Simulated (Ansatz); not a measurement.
# Cobalt, A15 under BLYP: relaxation and energy

Aim: take cobalt in the A15 structure, relax it, then solve it on a dense k-mesh. The start is ferromagnetic. The k-meshes are 6×6×6 for the relaxation; 8×8×8 for the dense run.

Computed with Ansatz 0.2.0 (DFT BLYP, plane waves (420 eV) with PAW, scalar-relativistic; PAW files made under PBE, frozen cores solved again for the functional, unless a step says otherwise).

### Step 1. The system as given

It takes space group Pm-3n (No. 223, cubic). The conventional cell has a = 4.458 Å, b = 4.458 Å, c = 4.458 Å, α = 90.00°, β = 90.00°, γ = 90.00°. Around Co (site symmetry m-3) lie 12 Co at 2.49 Å. Around Co (site symmetry -4m2) lie 6 Co at 2.23 to 2.49 Å.

As a file:

```cif
data_structure
_symmetry_space_group_name_H-M 'P 1'
_symmetry_Int_Tables_number 1
_cell_length_a 4.4579
_cell_length_b 4.4579
_cell_length_c 4.4579
_cell_angle_alpha 90.000
_cell_angle_beta 90.000
_cell_angle_gamma 90.000
_cell_volume 88.59
loop_
_atom_site_label
_atom_site_type_symbol
_atom_site_fract_x
_atom_site_fract_y
_atom_site_fract_z
_atom_site_occupancy
Co1 Co 0.00000 0.00000 0.00000 1
Co2 Co 0.50000 0.50000 0.50000 1
Co3 Co 0.25000 0.00000 0.50000 1
Co4 Co 0.75000 0.00000 0.50000 1
Co5 Co 0.50000 0.25000 0.00000 1
Co6 Co 0.50000 0.75000 0.00000 1
Co7 Co 0.00000 0.50000 0.25000 1
Co8 Co 0.00000 0.50000 0.75000 1
```

Starting moments (μB): +1.7 ×8.

### Step 2. Relaxing cell and atoms

Input file input.yaml:

```yaml
crystal:
  lattice:
    - [4.457857647, 0.0, 0.0]
    - [0.0, 4.457857647, 0.0]
    - [0.0, 0.0, 4.457857647]
  atoms:
    - { symbol: Co, position: [0.0, 0.0, 0.0], spin: 1.7 }
    - { symbol: Co, position: [0.5, 0.5, 0.5], spin: 1.7 }
    - { symbol: Co, position: [0.25, 0.0, 0.5], spin: 1.7 }
    - { symbol: Co, position: [0.75, 0.0, 0.5], spin: 1.7 }
    - { symbol: Co, position: [0.5, 0.25, 0.0], spin: 1.7 }
    - { symbol: Co, position: [0.5, 0.75, 0.0], spin: 1.7 }
    - { symbol: Co, position: [0.0, 0.5, 0.25], spin: 1.7 }
    - { symbol: Co, position: [0.0, 0.5, 0.75], spin: 1.7 }
hamiltonian:
  xc: blyp
  pseudopotentials:
    kind: paw
    azcp:
      Co: "pseudopotentials/Co.paw.azcp"
basis:
  ecutwfc: 420
  fft_grid_basis: typed
kpoints:
  mp_grid: { grid: [6, 6, 6], shift: [0, 0, 0] }
magnetization:
  spin_polarized: true
scf:
  occupations: { method: fermi_dirac, width: 0.05 }
relax:
  max_steps: 60
  f_tol: 0.01
  cell: {}
```

Started as:

```sh
$ ansatz run input.yaml --threads 4 --pin off --max-ram 8192MiB --backend cpu --events-out ev --progress --plain --runs-dir out
```

The runs that follow: Dense single point.

What does the calculation give? Wanted: space group; conventional cell; volume; shortest distance; gap on the mesh; magnetic state; relative to hcp, ferromagnetic.

**Answer**, as computed:

| quantity | value |
| --- | --- |
| space group (spins left aside) | Pm-3n (No. 223) |
| conventional cell | a = 4.533 Å |
| volume | 11.644 Å³/atom |
| shortest distance | 2.267 Å |
| gap on the mesh | none (levels filled in part) |
| magnetic state | ferromagnetic, up to 1.76 μB per atom |
| relative to hcp, ferromagnetic | +85 meV/atom |

From the guessed start the volume grew by 5.2 % in 7 steps. Against the reference form of cobalt (hcp, ferromagnetic, computed apart with the same settings) it stands 85 meV/atom higher. It ends ferromagnetic, with up to 1.76 μB per atom. No gap shows: it is a metal or semimetal at this level. Relaxation kept the symmetry; phonons were not checked.
